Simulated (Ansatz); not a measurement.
# SiC3: the cost of one run

Computed with Ansatz 0.2.0 (DFT PBE, scalar-relativistic, plane waves, PAW, unless a step's input says otherwise).

## 1. The structure to begin with

The structure is hexagonal, space group P-6m2 (No. 187). The conventional cell has a = 2.672 Å, b = 2.672 Å, c = 8.674 Å, α = 90.00°, β = 90.00°, γ = 120.00°. Si (site symmetry -6m2) is surrounded by 6 C at 2.66 Å and 6 Si at 2.67 Å. Around C (site symmetry -6m2) lie 12 C at 2.66 to 2.67 Å. C (site symmetry 3m) has 3 Si at 2.66 Å and 9 C at 2.66 to 2.67 Å as nearest neighbours.

Structure file:

```
CELL_PARAMETERS angstrom
2.67209 0.00000 0.00000
-1.33605 2.31410 0.00000
0.00000 0.00000 8.67445
ATOMIC_POSITIONS crystal
Si 0.33333 0.66667 0.50000
C 0.33333 0.66667 0.00000
C 0.66667 0.33333 0.25000
C 0.66667 0.33333 0.75000
```

The start is an ordering of an alloy on its end members' structure types: elements ordered on the sites of the Co type, Si/C on Co (P-6m2, No. 187).

## 2. Probe: one point on a coarse mesh

Contents of input.yaml:

```yaml
crystal:
  lattice:
    - [2.67209365, 0.0, 0.0]
    - [-1.33604683, 2.31410098, 0.0]
    - [0.0, 0.0, 8.67444684]
  atoms:
    - { symbol: Si, position: [0.33333333, 0.66666667, 0.5] }
    - { symbol: C, position: [0.33333333, 0.66666667, 0.0] }
    - { symbol: C, position: [0.66666667, 0.33333333, 0.25] }
    - { symbol: C, position: [0.66666667, 0.33333333, 0.75] }
basis:
  ecutwfc: 420
kpoints:
  mp_grid: { grid: [6, 6, 2] }
hamiltonian:
  xc: pbe
scf:
  occupations: { method: gaussian, width: 0.1 }
  lower_state_search: "off"
output:
  forces: true
  stress: true
  eigenvalues: true
```

The run is started by

```sh
ansatz run input.yaml --threads 1 --pin off --max-ram 2560MiB --backend cpu --events-out ev --progress --plain --runs-dir out
```

Q: Estimate wall time and peak memory on 1 thread of Intel Xeon at 2.70GHz, shared host.

About 1.6 s, with a peak of 0.3 GiB.
